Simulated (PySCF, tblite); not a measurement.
# C8H11 radical: geometry, infrared bands and EPR parameters

Aim: predict the infrared bands and EPR parameters of C8H11 radical (`C[CH]C1=CC=CCC1`).

The runs use tblite 0.8.0 and PySCF 2.14.0, with density-fitted response routines of our own; the level of theory stands in each step. All values are computed, except where a source is named. Atoms are numbered from 0 throughout.

## 1. The starting structure

19 atoms, charge 0, multiplicity 2; geometry from: force field or distance geometry start.

Bonds of the start (Å): C0–C1 1.51, C1–C2 1.44, C2–C3 1.36, C3–C4 1.45, C4–C5 1.33, C5–C6 1.50, C6–C7 1.55, C7–C2 1.51, C0–H8 1.09, C0–H9 1.09, C0–H10 1.09, C1–H11 1.07, C3–H12 1.07, C4–H13 1.09, C5–H14 1.09, C6–H15 1.09, C6–H16 1.10, C7–H17 1.09, C7–H18 1.10.

## 2. Relaxing the molecule with GFN2-xTB

What the job is given:

```
{"job": {"kind": "relax", "xc": "GFN2-xTB", "basis": "xTB"}, "charge": 0, "multiplicity": 2}
C      2.761900    -0.638100    -0.015900
C      1.761900     0.213200    -0.754700
C      0.377400     0.288300    -0.372200
C     -0.457100     1.131700    -1.045400
C     -1.849700     1.264900    -0.678100
C     -2.442200     0.434200     0.180600
C     -1.682800    -0.672100     0.851000
C     -0.142500    -0.551700     0.772800
H      3.771000    -0.407800    -0.359600
H      2.565700    -1.698400    -0.198100
H      2.718100    -0.448700     1.060500
H      2.118400     0.782100    -1.592400
H     -0.105200     1.746200    -1.844800
H     -2.409700     2.057300    -1.171500
H     -3.497000     0.551300     0.411000
H     -2.003400    -1.621600     0.413400
H     -1.973600    -0.720600     1.914000
H      0.221700    -0.130700     1.707800
H      0.257500    -1.570300     0.713900
```

Command:

```bash
$ OMP_NUM_THREADS=1 python probes_run.py task.json out
```

This one command runs all jobs of the session in turn.

What it wrote:

```text
step      E/eV     max force
  0    -616.45028    3.020
  1    -616.59613    0.720
  2    -616.60841    0.446
  3    -616.62315    0.423
  4    -616.63006    0.282
  5    -616.63719    0.174
  6    -616.64171    0.171
  7    -616.64510    0.148
  8    -616.64695    0.108
  9    -616.64817    0.078
 10    -616.64906    0.067
 11    -616.64984    0.082
 12    -616.65067    0.083
 13    -616.65164    0.101
 14    -616.65266    0.099
 15    -616.65364    0.070
 16    -616.65469    0.080
 17    -616.65600    0.081
 18    -616.65753    0.115
 19    -616.65899    0.112
 20    -616.66030    0.110
 21    -616.66169    0.109
 22    -616.66344    0.107
 23    -616.66559    0.124
 24    -616.66766    0.123
 25    -616.66948    0.101
 26    -616.67148    0.123
 27    -616.67397    0.123
 28    -616.67643    0.126
 29    -616.67824    0.090
 30    -616.67947    0.075
 31    -616.68062    0.080
 32    -616.68191    0.087
 33    -616.68305    0.073
 34    -616.68390    0.067
 35    -616.68464    0.065
 36    -616.68537    0.077
 37    -616.68618    0.086
 38    -616.68705    0.066
 39    -616.68821    0.070
 40    -616.68889    0.076
 41    -616.69004    0.064
 42    -616.69069    0.058
 43    -616.69126    0.051
 44    -616.69177    0.053
 45    -616.69228    0.053
 46    -616.69271    0.045
 47    -616.69306    0.034
 48    -616.69336    0.042
 49    -616.69364    0.037
 50    -616.69387    0.032
 51    -616.69405    0.029
 52    -616.69420    0.031
 53    -616.69430    0.026
 54    -616.69437    0.017
 55    -616.69441    0.016
 56    -616.69445    0.018
 57    -616.69451    0.022
 58    -616.69456    0.019
 59    -616.69461    0.017
 60    -616.69465    0.015
 61    -616.69469    0.018
 62    -616.69473    0.021
 63    -616.69479    0.021
 64    -616.69485    0.021
 65    -616.69492    0.020
 66    -616.69501    0.022
 67    -616.69510    0.023
 68    -616.69521    0.025
 69    -616.69530    0.022
 70    -616.69538    0.021
 71    -616.69547    0.023
 72    -616.69556    0.022
 73    -616.69565    0.021
 74    -616.69572    0.017
 75    -616.69577    0.018
 76    -616.69583    0.020
 77    -616.69590    0.022
 78    -616.69596    0.018
 79    -616.69601    0.018
 80    -616.69605    0.016
 81    -616.69608    0.011
 82    -616.69610    0.009
```

Wall time 0.39 s (1 thread of Arm Neoverse V2, shared host).

The steps of the relaxation: (not every step is listed)

| step | energy from step 0 (eV) | largest force (eV/Å) |
| --- | --- | --- |
| 0 | 0.0000 | 3.0202 |
| 1 | -0.1458 | 0.7200 |
| 2 | -0.1581 | 0.4457 |
| 3 | -0.1729 | 0.4231 |
| 4 | -0.1798 | 0.2815 |
| 5 | -0.1869 | 0.1744 |
| 6 | -0.1914 | 0.1710 |
| 7 | -0.1948 | 0.1477 |
| 8 | -0.1967 | 0.1080 |
| 14 | -0.2024 | 0.0992 |
| 20 | -0.2100 | 0.1097 |
| 26 | -0.2212 | 0.1232 |
| 32 | -0.2316 | 0.0873 |
| 38 | -0.2368 | 0.0665 |
| 44 | -0.2415 | 0.0533 |
| 50 | -0.2436 | 0.0318 |
| 56 | -0.2442 | 0.0179 |
| 62 | -0.2445 | 0.0207 |
| 68 | -0.2449 | 0.0249 |
| 74 | -0.2454 | 0.0165 |
| 77 | -0.2456 | 0.0217 |
| 78 | -0.2457 | 0.0177 |
| 79 | -0.2457 | 0.0181 |
| 80 | -0.2458 | 0.0158 |
| 81 | -0.2458 | 0.0114 |
| 82 | -0.2458 | 0.0090 |

Distances of close pairs at the start and the end, largest changes first:

```
  bond  before (Å)  after (Å)  change (Å)
 C1–C2       1.438      1.360      -0.079
 C2–C3       1.364      1.409      +0.045
 C3–C4       1.446      1.403      -0.044
 C4–C5       1.334      1.357      +0.023
 C6–C7       1.547      1.529      -0.018
 C0–C1       1.507      1.491      -0.016
C3–H12       1.068      1.080      +0.012
C6–H16       1.103      1.092      -0.011
```

The final coordinates are the input of the step that follows.

## 3. Infrared spectrum with GFN2-xTB

What the job is given:

```
{"job": {"kind": "ir", "xc": "GFN2-xTB", "basis": "xTB"}, "charge": 0, "multiplicity": 2}
C      2.708229    -0.712314    -0.056855
C      1.694378     0.141072    -0.739753
C      0.401781     0.289194    -0.344879
C     -0.477410     1.160141    -1.019168
C     -1.823511     1.287572    -0.646264
C     -2.401074     0.423299     0.225273
C     -1.622472    -0.733966     0.756516
C     -0.137509    -0.394086     0.888662
H      3.697514    -0.538948    -0.471360
H      2.471602    -1.771839    -0.179026
H      2.738653    -0.505178     1.013066
H      2.021456     0.672180    -1.622490
H     -0.092987     1.756516    -1.832731
H     -2.410981     2.077949    -1.093029
H     -3.443346     0.505084     0.490813
H     -1.738600    -1.578192     0.063104
H     -2.017657    -1.055727     1.722818
H     -0.002823     0.289062     1.734849
H      0.424955    -1.302569     1.102992
```

What it wrote:

```text
mode    cm-1     km/mol
  1      73.9      0.45
  2      91.4      0.51
  3     165.5      0.88
  4     213.4      0.32
  5     239.5      0.51
  6     368.2      1.71
  7     430.7      0.61
  8     478.4      1.16
  9     509.7      0.06
 10     534.1      0.16
 11     671.1     11.89
 12     718.1     10.80
 13     742.8      8.94
 14     786.0      6.06
 15     796.8      1.45
 16     896.3      1.18
 17     935.4      3.83
 18     968.5      2.45
 19    1011.1      3.40
 20    1022.2      2.97
 21    1031.7      1.95
 22    1075.9      8.80
 23    1116.7     15.34
 24    1140.0      6.43
 25    1150.8      1.82
 26    1169.9      0.19
 27    1214.4      2.32
 28    1231.2      1.50
 29    1300.9      0.36
 30    1318.6      0.10
 31    1355.3      3.00
 32    1365.8     11.34
 33    1397.6      3.72
 34    1408.9      0.32
 35    1462.6      1.61
 36    1470.7      1.93
 37    1484.6      3.16
 38    1490.8      3.42
 39    1525.4      9.90
 40    1584.0     12.53
 41    2885.0     32.38
 42    2929.7     50.50
 43    2960.6     30.18
 44    2969.6     50.19
 45    2996.0      9.04
 46    3002.0     45.33
 47    3047.3     27.25
 48    3061.5     33.59
 49    3068.2     29.78
 50    3083.7     75.24
 51    3091.9     58.54
```

It took 0.49 s on 1 thread of Arm Neoverse V2, shared host.

The strongest bands and the atoms that carry them (share of the mass-weighted mode):

```
cm⁻¹  km/mol               atoms
2885    32.4            H15 90 %
2930    50.5            H17 90 %
2961    30.2             H9 87 %
2970    50.2            H16 91 %
3002    45.3  H18 79 %, H10 12 %
3062    33.6            H13 82 %
3084    75.2  H12 73 %, H14 16 %
3092    58.5  H14 72 %, H12 12 %
```

## 4. g tensor and hyperfine couplings: B3LYP/pcH-1

Same as in step 3 but for these lines:

```diff
@@ -1,2 +1,2 @@
-{"job": {"kind": "ir", "xc": "GFN2-xTB", "basis": "xTB"}, "charge": 0, "multiplicity": 2}
+{"job": {"kind": "epr", "basis": "pcH-1"}, "charge": 0, "multiplicity": 2}
 C      2.708229    -0.712314    -0.056855
```

Method: UKS B3LYP, pcH-1 on C H, non-relativistic, mean-field spin-orbit, GIAO.

What it wrote:

```text
UKS, coarse grid
  cycle   1  E = -311.37845208  |g| = 3.43e-01
  cycle   2  E = -311.36498206  |g| = 3.89e-01
  cycle   3  E = -311.44525875  |g| = 4.86e-02
  cycle   4  E = -311.44586223  |g| = 4.03e-02
  cycle   5  E = -311.44674199  |g| = 1.08e-02
  cycle   6  E = -311.44685774  |g| = 5.32e-03
  cycle   7  E = -311.44689541  |g| = 3.30e-03
  cycle   8  E = -311.44690883  |g| = 8.88e-04
  cycle   9  E = -311.44690865  |g| = 4.51e-04
UKS, final grid
  cycle   1  E = -311.44682526  |g| = 7.35e-04
  cycle   2  E = -311.44682459  |g| = 1.33e-03
  cycle   3  E = -311.44682558  |g| = 8.22e-05
  cycle   4  E = -311.44682558  |g| = 3.62e-05
  cycle   5  E = -311.44682559  |g| = 2.22e-05
E = -311.44682559 Eh   <S^2> = 0.7900 (exact 0.7500)
g shifts (ppm)      1          2          3
  rmc          -143       -143       -143
  gc              0         33         22
  oz_so          16        526        724
  total        -127        416        603
hyperfine (MHz)  atom isotope    a_iso     a_fc   dipolar eigenvalues
    0   13C     -15.32     -15.32     -1.07      0.37      0.71
    1   13C      38.97      38.97    -35.14    -34.16     69.30
    2   13C     -38.23     -38.23    -24.45     10.39     14.06
    3   13C      48.63      48.63    -42.99    -41.59     84.58
    4   13C     -39.03     -39.03    -25.55     10.58     14.96
    5   13C      43.10      43.10    -39.07    -37.44     76.51
    6   13C     -18.04     -18.04     -0.92      0.31      0.62
    7   13C      11.65      11.65     -1.72     -0.32      2.04
    8    1H       2.66       2.66     -2.24     -1.82      4.06
    9    1H      56.28      56.28     -2.40     -1.66      4.07
   10    1H      41.10      41.10     -2.35     -1.56      3.91
   11    1H     -27.37     -27.37    -13.83     -1.65     15.48
   12    1H     -34.46     -34.46    -18.56     -1.21     19.76
   13    1H      13.05      13.05     -4.05     -1.80      5.85
   14    1H     -31.92     -31.92    -18.88     -0.17     19.05
   15    1H      57.54      57.54     -2.65     -1.41      4.06
   16    1H      13.27      13.27     -2.38     -1.85      4.23
   17    1H     -17.47     -17.47     -2.23      0.13      2.10
   18    1H      -4.73      -4.73     -1.98      0.72      1.25
```

It took 86 s on 1 thread of Arm Neoverse V2, shared host; peak memory 1 GiB.

Principal g values 2.00219, 2.00274, 2.00292; g(iso) = 2.00262, against 2.00232 for a free electron.

Mean a(iso) over the nuclei that a row names, and the largest dipolar term of the row (other rows stand at the frozen geometry):

```csv
nuclei,isotope,a(iso) (MHz),"a(iso) (G, at g = 2.0023)",largest dipolar term (MHz)
C3,13C,48.6,17.4,84.6
C5,13C,43.1,15.4,76.5
C4,13C,-39.0,-13.9,-25.5
C1,13C,39.0,13.9,69.3
C2,13C,-38.2,-13.6,-24.4
"H15, H16",1H,35.4,12.6,4.2
H12,1H,-34.5,-12.3,19.8
"H8, H9, H10",1H,33.3,11.9,4.1
H14,1H,-31.9,-11.4,19.0
H11,1H,-27.4,-9.8,15.5
C6,13C,-18.0,-6.4,-0.9
C0,13C,-15.3,-5.5,-1.1
H13,1H,13.1,4.7,5.9
C7,13C,11.7,4.2,2.0
```

Mulliken spin populations:

C0 -0.04; C1 0.44; C2 -0.21; C3 0.55; C4 -0.23; C5 0.50; C6 -0.04; C7 0.02; H8 0.00; H9 0.02; H10 0.02; H11 -0.02; H12 -0.02; H13 0.01; H14 -0.02; H15 0.02; H16 0.00; H17 -0.01; H18 0.00

In first order the couplings over 0.8 MHz of 1H give 560 distinct lines over 107.0 G, if the averaged nuclei exchange fast.

Orbitals, density, ELF and potential are computed afterwards from the orbital file.

ELF in a plane through or near 14 of the atoms.

Ten even steps from ' ' (0.00) to '@' (1.00):
```
                                                        
                                                        
                                                        
                                ..==++::                
                      ::++..    ##@@@@@@--              
                      %%@@##    %%@@@@@@==              
                    ..@@@@@@==::##@@@@##..              
            ..====..  **@@@@++%%::::**::..++**==        
          ..--****==  ..**==::%%++++%%**##@@@@@@::      
      ==%%%%%%::--++--..**@@%%==::##----%%@@@@@@==      
      %%@@@@@@**##@@==##::--++::  ++##--**%%@@**..      
      ##@@@@@@--++==%%++++==@@++##--::**::              
      ::##%%--  ++%%##++--##++==@@--::****..            
              ::@@@@@@**  ++%%==**++%%@@@@%%::          
              --@@@@@@::..@@@@@@--  **@@@@@@--          
              ..**%%++  ::@@@@@@--  ::%%@@**            
                        ..%%@@%%..      ..              
                            ..                          
                                                        
                                                        
```
The map spans 12.7 Å across and 10.2 Å up, centred on the molecule. Atoms in the plane (x, y in Å): C0 (-2.8, 0.2), C1 (-1.7, -0.8), C2 (-0.4, -0.5), C3 (0.6, -1.5), C4 (2.0, -1.2), C5 (2.4, 0.1), C6 (1.5, 1.2), H8 (-3.8, -0.3), H11 (-1.9, -1.8), H12 (0.3, -2.5), H13 (2.7, -2.0), H14 (3.5, 0.3), H16 (1.9, 2.2), H18 (-0.6, 1.6).

log10 of the density (e/Å³) in the same plane.

Ten even steps from ' ' (-4.0) to '@' (1.5):
```
                                                        
                                                        
                                ........                
                      ........::------::::              
              ......::----------==++++==--..            
          ..::::::::--==++++====******++==::..          
      ..::::--========++##******######**==--::..        
      ::--==++****++++++##########%%##**++====--::      
    ..::--++**####**++++**##%%##########****++==::      
    ..--++**##@@@@##****######****##%%@@####**==--..    
    ::==++##############%%@@##****########**++==::      
    ..--==++******##@@##############%%##**====--..      
    ..::--====++**######**####@@##%%@@##**==--::..      
      ..::::--==**####**++**######**####**++--::        
          ..::--==++++==++**####++++++**++==--..        
            ..::--====--==++****++========--::..        
              ....::::::--======--::::::::....          
                        ..::::::....                    
                            ....                        
                                                        
```
The map spans 12.7 Å across and 10.2 Å up, centred on the molecule. Atoms in the plane (x, y in Å): C0 (-2.8, 0.2), C1 (-1.7, -0.8), C2 (-0.4, -0.5), C3 (0.6, -1.5), C4 (2.0, -1.2), C5 (2.4, 0.1), C6 (1.5, 1.2), H8 (-3.8, -0.3), H11 (-1.9, -1.8), H12 (0.3, -2.5), H13 (2.7, -2.0), H14 (3.5, 0.3), H16 (1.9, 2.2), H18 (-0.6, 1.6).

On the surface of density 0.002 e/bohr³ the electrostatic potential runs, from the 1st to the 99th percentile, from -0.72 V near C4 to 0.66 V near H14.

The spin density lies nearest to C1, C3, C5 about 22 % each; C2, C4 about 7 % each (beta excess).

## 5. What came out

| quantity | value |
| --- | --- |
| strongest single infrared mode (GFN2-xTB) | 3084 cm⁻¹, 75 km/mol |
| zero-point energy (GFN2-xTB) | 101.6 kcal/mol |
| g(iso) (B3LYP) | 2.00262 |
| ⟨S²⟩ | 0.790 (exact 0.75) |
| largest a(iso) (averaged by class) | 13C on C3, 48.6 MHz |
| surface potential, 1st and 99th percentile | -0.72 V and 0.66 V |

**Reading.** Over 82 steps the energy fell by 0.246 eV; of the close pairs, C1–C2 changed most, 1.438 to 1.360 Å. No mode is imaginary among the 51: a minimum at this level. The strongest single mode, at 3084 cm⁻¹, moves mainly H12. GFN2-xTB is a fitted tight-binding method: band positions and strengths are rough. Its intensities can rank the bands wrongly. The largest spin populations lie on C3 (0.55 e), C5 (0.50 e), C1 (0.44 e). The isotropic g lies 0.3 ppt above the free-electron value.
